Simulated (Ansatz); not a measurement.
**MnF2: a series of runs**

Runs on MnF2, each read by itself: gap and moments.

Computed with Ansatz 0.2.0 (DFT, PAW plane waves, pbe+U, unless a step's input says otherwise).

## Step 1: Starting point

Symmetry: P4_2/mnm, No. 136, tetragonal system. Conventional cell: a = 4.874 Å, b = 4.874 Å, c = 3.311 Å, α = 90.00°, β = 90.00°, γ = 90.00°. Mn (site symmetry mmm) has 6 F at 2.10 to 2.13 Å as nearest neighbours. F (site symmetry m2m) is surrounded by 3 Mn at 2.10 to 2.13 Å.

Structure file:

```cif
data_structure
_symmetry_space_group_name_H-M 'P4_2/mnm'
_symmetry_Int_Tables_number 136
_cell_length_a 4.8738
_cell_length_b 4.8738
_cell_length_c 3.3107
_cell_angle_alpha 90.000
_cell_angle_beta 90.000
_cell_angle_gamma 90.000
_cell_volume 78.64
loop_
_atom_site_label
_atom_site_type_symbol
_atom_site_symmetry_multiplicity
_atom_site_Wyckoff_symbol
_atom_site_fract_x
_atom_site_fract_y
_atom_site_fract_z
_atom_site_occupancy
Mn1 Mn 2 a 0.00000 0.00000 0.00000 1
F1 F 4 f 0.30530 0.30530 0.00000 1
```

## Step 2: A run

input.yaml reads:

```yaml
crystal:
  lattice:
    - [4.8738, 0.0, 0.0]
    - [0.0, 4.8738, 0.0]
    - [0.0, 0.0, 3.3107]
  atoms:
    - { symbol: Mn, position: [0.0, 0.0, 0.0], spin: 4.5 }
    - { symbol: Mn, position: [0.5, 0.5, 0.5], spin: 4.5 }
    - { symbol: F, position: [0.3053, 0.3053, 0.0] }
    - { symbol: F, position: [0.1947, 0.8053, 0.5] }
    - { symbol: F, position: [0.6947, 0.6947, 0.0] }
    - { symbol: F, position: [0.8053, 0.1947, 0.5] }
  symmetry: { tolerance: 0.0003 }
hamiltonian:
  xc: pbe
  pseudopotentials: { kind: paw, azcp: { folder: soft_1 } }
  hubbard: { sites: [{ species: Mn, l: d, u_eff: 4.0 }] }
basis:
  ecutwfc: 420
magnetization:
  spin_polarized: true
scf:
  occupations: { method: fermi_dirac, width: 0.05 }
kpoints:
  mp_grid: { grid: [6, 6, 8], shift: [0, 0, 0] }
output:
  forces: true
  stress: true
  eigenvalues: true
```

The run is started by

```console
$ ansatz run input.yaml --threads 2 --pin off --max-ram 5632MiB --backend cpu --events-out ev --progress --plain --runs-dir out
```

Standard output, cut to the lines that bear on the results:

```text
Warning: RAYON_NUM_THREADS=2 ignored (pool sized by the plan → 2); use --threads N
Mn: projections on atomic orbitals take those of the free atom [Ne] 3s2 3p6 3d5 4s2, of charge +0.00 (hamiltonian.pseudopotentials.projection_atoms); the dataset's partial waves leave at most 9.1e-7 of an orbital's norm unspanned inside its sphere
F: projections on atomic orbitals take those of the free atom [He] 2s2 2p5, of charge +0.00 (hamiltonian.pseudopotentials.projection_atoms); the dataset's partial waves leave at most 1.6e-8 of an orbital's norm unspanned inside its sphere
[...]
Pseudopotentials: kind: paw
Pseudopotential: Mn, paw, valence charge 15, recommended cutoff 420 eV (normal), <dir>
Pseudopotential: F, paw, valence charge 7, recommended cutoff 420 eV (normal), <dir>
Functional definition: PBE
[...]
Crystal: 6 atoms, lattice volume = 78.642 Å³
Basis set: ecut = 420 eV, 1519 PW (Γ), exchange–correlation on 72×72×48 points (8 copies of the dense FFT grid, shifted against one another)
Bands: 41, of which v1, the nominal top of the filled ones, is band 29 counted from 1 (28 counted from 0)
Symmetry: 16 space group operations
Space group: P42/mnm (ITA 136), of the structure as read, at distance tolerance 1.3e-3 Å
Magnetic group: BNS 136.495 (UNI 1155), of the structure as read, at distance tolerance 1.3e-3 Å
k-points: 50 of 288
[...]
Starting moments: Σ|m| = 9 μB on 2 of 6 sites
[...]
SCF iter  12: F=-11033.055854 eV  HF=-11033.055853 eV  |F-HF|=2.06e-8  |Δ(HF+E_count)|=   2.71e-7  Δρ=2.13e-6 (↑2.13e-6 ↓1.86e-6)  dr2=1.33e-8  dr2_m=9.61e-11  M=10.000 μB ∫|m|=10.000 μB  ethr=1.72e-10  ⟨swp⟩=9.9  Hψ=17769  notcnv=0
[...]
WARN: an SCF from antiferromagnetic starting moments (-4.72, 4.72, 0.00, 0.00, 0.00, 0.00 Bohr magnetons, atom by atom) was not made, by what the run has read of turns of its moments that order reads lower: the deck asks for what bars it, or types moments that do [...]
SCF converged after 12 iterations
Magnetization: 10.0000 μB (34.0000 up, 24.0000 down)
Absolute magnetization: 10.0005 μB (∫|ρ↑−ρ↓|, with the PAW one-centre terms)
Spin contamination: 0.0073 ħ² per cell (⟨S²⟩ above its minimum at these occupations)
Per-site moments (μB) at R_I (Å): [(4.2400898542696535, 0.8680274487256991), (4.24008985426966, 0.8680274487256991), (0.07143577295695776, 0.8680274487256994), (0.07143577295695774, 0.8680274487256991), (0.07143577295695794, 0.8680274487256991), (0.07143577295695833, 0.8680274487256991)]
Free energy (F): -11033.055854 eV
[...]
E sigma→0 (E₀):  -11033.055854 eV
Fermi energy:    7.202756 eV
[...]
--- Forces (eV/Å), atoms counted from 1 ---
  atom   1  Mn     0.00000000    -0.00000000     0.00000000
  atom   2  Mn     0.00000000     0.00000000     0.00000000
  atom   3  F     -0.03834423    -0.03834423     0.00000000
  atom   4  F      0.03834423    -0.03834423     0.00000000
  atom   5  F      0.03834423     0.03834423     0.00000000
  atom   6  F     -0.03834423     0.03834423     0.00000000
[...]
--- Stress (GPa, compression-positive) ---
        5.647069       0.000000       0.000000
        0.000000       5.647069       0.000000
        0.000000       0.000000       6.545049
  P = ⅓ Tr σ = 5.9464 GPa (59.464 kbar)
--- Band table (eV; the first three rows and the last of 100) ---
[...]
Occupation matrices written to <dir>
```

Caution: the run may have ended on a state that is not the lowest.

Run time: 13 s. Hardware: 2 threads of Arm Neoverse V2, shared host; peak memory 0.57 GiB.

## Step 3: A run

input.yaml, as its differences from that of step 2:

```diff
@@ -7,3 +7,3 @@
     - { symbol: Mn, position: [0.0, 0.0, 0.0], spin: 4.5 }
-    - { symbol: Mn, position: [0.5, 0.5, 0.5], spin: 4.5 }
+    - { symbol: Mn, position: [0.5, 0.5, 0.5], spin: -4.5 }
     - { symbol: F, position: [0.3053, 0.3053, 0.0] }
```

The run is started by

```console
$ ansatz run input.yaml --threads 2 --pin off --max-ram 5632MiB --backend cpu --events-out ev --progress --plain --runs-dir out
```

Standard output, cut to the lines that bear on the results:

```text
Warning: RAYON_NUM_THREADS=2 ignored (pool sized by the plan → 2); use --threads N
Mn: projections on atomic orbitals take those of the free atom [Ne] 3s2 3p6 3d5 4s2, of charge +0.00 (hamiltonian.pseudopotentials.projection_atoms); the dataset's partial waves leave at most 9.1e-7 of an orbital's norm unspanned inside its sphere
F: projections on atomic orbitals take those of the free atom [He] 2s2 2p5, of charge +0.00 (hamiltonian.pseudopotentials.projection_atoms); the dataset's partial waves leave at most 1.6e-8 of an orbital's norm unspanned inside its sphere
[...]
Pseudopotentials: kind: paw
Pseudopotential: Mn, paw, valence charge 15, recommended cutoff 420 eV (normal), <dir>
Pseudopotential: F, paw, valence charge 7, recommended cutoff 420 eV (normal), <dir>
Functional definition: PBE
[...]
Crystal: 6 atoms, lattice volume = 78.642 Å³
[...]
Free energy (F): -11033.096064 eV
[...]
E sigma→0 (E₀):  -11033.096064 eV
Fermi energy:    7.144421 eV
[...]
--- Forces (eV/Å), atoms counted from 1 ---
  atom   1  Mn    -0.00000000    -0.00000000     0.00000000
  atom   2  Mn     0.00000000     0.00000000     0.00000000
  atom   3  F     -0.05283745    -0.05283745     0.00000000
  atom   4  F      0.05283770    -0.05283770     0.00000000
  atom   5  F      0.05283745     0.05283745     0.00000000
  atom   6  F     -0.05283770     0.05283770     0.00000000
[...]
--- Stress (GPa, compression-positive) ---
        5.235662      -0.000002       0.000000
       -0.000002       5.235662       0.000000
        0.000000       0.000000       6.021764
  P = ⅓ Tr σ = 5.4977 GPa (54.977 kbar)
--- Band table (eV; the first three rows and the last of 130) ---
[...]
Occupation matrices written to <dir>
```

Run time: 18 s. Hardware: 2 threads of Arm Neoverse V2, shared host; peak memory 0.67 GiB.

## Step 4: Results

| step | level | volume (Å³/atom) | pressure (GPa) | gap on the mesh (eV) | largest spin moment (μB) | time |
| --- | --- | --- | --- | --- | --- | --- |
| 2 | DFT, PAW plane waves, pbe+U | 13.107 | 5.9 | 2.48 | 4.24 | 13 s |
| 3 | DFT, PAW plane waves, pbe+U | 13.107 | 5.5 | 3.65 | 4.23 | 18 s |

Each row holds for the state that its run reached, which need not be the ground state, so the rows aren't joined into a trend here.
